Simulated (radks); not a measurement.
# Cr with its nuclear charge varied continuously

What is the energy between the elements? 24 electrons are held in [Ar] 3d5 4s1 while Z is changed in small steps.

The numbers are computed with radks (a radial shooting solver on a logarithmic mesh, Libxc functionals) version 1 (Dirac Kohn-Sham, PBE, spin-unpolarised, spherical densities, finite nucleus; open shells are shared between the two j in proportion to 2j + 1), except any that are marked as measured or tabulated.

## 1. Starting point

```
element            : chromium (Z = 24)
charge             : 0
electrons          : 24
configuration      : [Ar] 3d5 4s1
nuclear rms radius : 3.6452 fm
```

The outer shells:

Cr
```
[Ar] core
3d [↑ ][↑ ][↑ ][↑ ][↑ ]
4s [↑ ]
```

## 2. Z = 24

Settings of this run:

```text
Z 24
configuration [Ar] 3d5 4s1
relativity Dirac
functional pbe,pbe
spin unpolarised
j_filling average
nucleus finite rms 3.6452 fm
c 137.035999084
```

## 3. Z = 23.8

Changes since step 2:

```diff
@@ -1,2 +1,2 @@
-Z 24
+Z 23.8
 configuration [Ar] 3d5 4s1
```

## 4. Z = 23.9

Changes since step 3:

```diff
@@ -1,2 +1,2 @@
-Z 23.8
+Z 23.9
 configuration [Ar] 3d5 4s1
```

## 5. Z = 24.1

Changes since step 4:

```diff
@@ -1,2 +1,2 @@
-Z 23.9
+Z 24.1
 configuration [Ar] 3d5 4s1
```

## 6. Z = 24.2

Changes since step 5:

```diff
@@ -1,2 +1,2 @@
-Z 24.1
+Z 24.2
 configuration [Ar] 3d5 4s1
```

## 7. Z = 24.3

Changes since step 6:

```diff
@@ -1,2 +1,2 @@
-Z 24.2
+Z 24.3
 configuration [Ar] 3d5 4s1
```

## 8. Z = 24.4

Changes since step 7:

```diff
@@ -1,2 +1,2 @@
-Z 24.3
+Z 24.4
 configuration [Ar] 3d5 4s1
```

## 9. Z = 24.5

Changes since step 8:

```diff
@@ -1,2 +1,2 @@
-Z 24.4
+Z 24.5
 configuration [Ar] 3d5 4s1
```

## 10. Z = 24.6

Changes since step 9:

```diff
@@ -1,2 +1,2 @@
-Z 24.5
+Z 24.6
 configuration [Ar] 3d5 4s1
```

## 11. Z = 24.7

Changes since step 10:

```diff
@@ -1,2 +1,2 @@
-Z 24.6
+Z 24.7
 configuration [Ar] 3d5 4s1
```

## 12. Z = 24.8

Changes since step 11:

```diff
@@ -1,2 +1,2 @@
-Z 24.7
+Z 24.8
 configuration [Ar] 3d5 4s1
```

## 13. Z = 24.9

Changes since step 12:

```diff
@@ -1,2 +1,2 @@
-Z 24.8
+Z 24.9
 configuration [Ar] 3d5 4s1
```

## 14. Z = 25

Changes since step 13:

```diff
@@ -1,2 +1,2 @@
-Z 24.9
+Z 25
 configuration [Ar] 3d5 4s1
```

**Question.** What will these runs give? Wanted: for each run, Z; E; E(electron-nucleus)/Z; highest level; its energy; <r>.

As calculated:

```csv
Z,E (hartree),E(electron-nucleus)/Z (hartree),highest level,its energy (eV),<r> (bohr)
23.8,-1029.75166,-103.353,3d5/2,-1.240,1.637
23.9,-1040.11652,-103.944,3d5/2,-2.024,1.575
24,-1050.54043,-104.534,3d5/2,-2.883,1.521
24.1,-1061.02324,-105.122,3d5/2,-3.812,1.473
24.2,-1071.56485,-105.710,3d5/2,-4.808,1.430
24.3,-1082.16513,-106.296,3d5/2,-5.867,1.391
24.4,-1092.82400,-106.881,4s1/2,-6.797,3.149
24.5,-1103.54136,-107.466,4s1/2,-7.573,3.085
24.6,-1114.31714,-108.050,4s1/2,-8.379,3.024
24.7,-1125.15126,-108.633,4s1/2,-9.212,2.967
24.8,-1136.04367,-109.215,4s1/2,-10.074,2.911
24.9,-1146.99429,-109.797,4s1/2,-10.962,2.859
25,-1158.00310,-110.379,4s1/2,-11.877,2.808
```

At Z = 24 the central difference of E is -104.534 hartree, against -104.534 from the Hellmann-Feynman theorem. The top level goes from -1.240 eV at Z = 23.8 to -11.877 eV at Z = 25. Between Z = 24.3 and 24.4 the top level changes from 3d5/2 to 4s1/2, so the curve of the top level has a kink there, while E(Z) stays smooth.
